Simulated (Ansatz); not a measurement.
# ZnSb2C: the cost of one run

Method: plane waves, PAW, in Ansatz 0.2.0.

2 further runs of the same task are left out: 2 that didn't finish.

**1. The starting structure**

Symmetry: P-4m2, No. 115, tetragonal system. The conventional cell has a = 3.827 Å, b = 3.827 Å, c = 5.971 Å, α = 90.00°, β = 90.00°, γ = 90.00°. Zn (site symmetry -4m2) has 4 Sb at 2.58 Å as nearest neighbours. Sb (site symmetry 2mm) is surrounded by 2 C at 2.28 Å and 2 Zn at 2.58 Å. Around C (site symmetry -4m2) lie 4 Sb at 2.28 Å.

As a file:

```cif
data_structure
_symmetry_space_group_name_H-M 'P-4m2'
_symmetry_Int_Tables_number 115
_cell_length_a 3.8274
_cell_length_b 3.8274
_cell_length_c 5.9709
_cell_angle_alpha 90.000
_cell_angle_beta 90.000
_cell_angle_gamma 90.000
_cell_volume 87.47
loop_
_atom_site_label
_atom_site_type_symbol
_atom_site_symmetry_multiplicity
_atom_site_Wyckoff_symbol
_atom_site_fract_x
_atom_site_fract_y
_atom_site_fract_z
_atom_site_occupancy
Zn1 Zn 1 a 0.00000 0.00000 0.00000 1
Sb1 Sb 2 g 0.00000 0.50000 0.29097 1
C1 C 1 c 0.50000 0.50000 0.50000 1
```

Cell and atoms come from an earlier r2SCAN relaxation. No run includes spin-orbit coupling, which matters for Sb.

**2. PBE, anion s p, 4×4×4**

File input.yaml:

```yaml
crystal:
  lattice:
    - [3.8273790815, 0.0, 0.0]
    - [0.0, 3.8273790815, 0.0]
    - [0.0, 0.0, 5.9708967051]
  atoms:
    - { symbol: Zn, position: [0.0, 0.0, 0.0] }
    - { symbol: Sb, position: [0.0, 0.5, 0.2909733445] }
    - { symbol: C, position: [0.5, 0.5, 0.5] }
    - { symbol: Sb, position: [0.5, 0.0, 0.7090266555] }
kpoints:
  mp_grid: { grid: [6, 6, 4] }
  band_path:
    path:
      - [[0.0, 0.0, 0.0], [-5.290576535418e-52, 0.5, 2.203290887618e-34], [0.5, 0.5, -1.282886473471e-19], [0.0, 0.0, 0.0], [-2.179427068974e-36, -8.577487258131e-52, 0.5], [-2.179427068974e-36, 0.5, 0.5], [0.5, 0.5, 0.5], [-2.179427068974e-36, -8.577487258131e-52, 0.5]]
      - [[-5.290576535418e-52, 0.5, 2.203290887618e-34], [-2.179427068974e-36, 0.5, 0.5]]
      - [[0.5, 0.5, -1.282886473471e-19], [0.5, 0.5, 0.5]]
    npoints: 10
hamiltonian:
  xc: pbe
scf:
  occupations: { method: fermi_dirac, width: 0.02 }
  n_extra_bands: 6
output:
  forces: false
  stress: false
  eigenvalues: true
  wannier:
    kmesh: [4, 4, 4]
    projections:
      - { species: C, l: s, shell: 2 }
      - { species: C, l: p, shell: 2 }
      - { species: Sb, l: s, shell: 5 }
      - { species: Sb, l: p, shell: 5 }
    minimise: true
    write_hr: true
    conv_tol: 1.0e-08
    max_iter: 3000
  write_density: true
  write_potential: true
  elf: true
  volumetric_format: npy
```

Command:

```console
> ansatz run input.yaml --threads 4 --pin off --max-ram 3686MiB --backend cpu --events-out ev --progress --plain --runs-dir out
```

Q: Estimate wall time and peak memory on 4 threads of Arm Neoverse N1, shared host.

About 14 s, with a peak of 0.44 GiB.
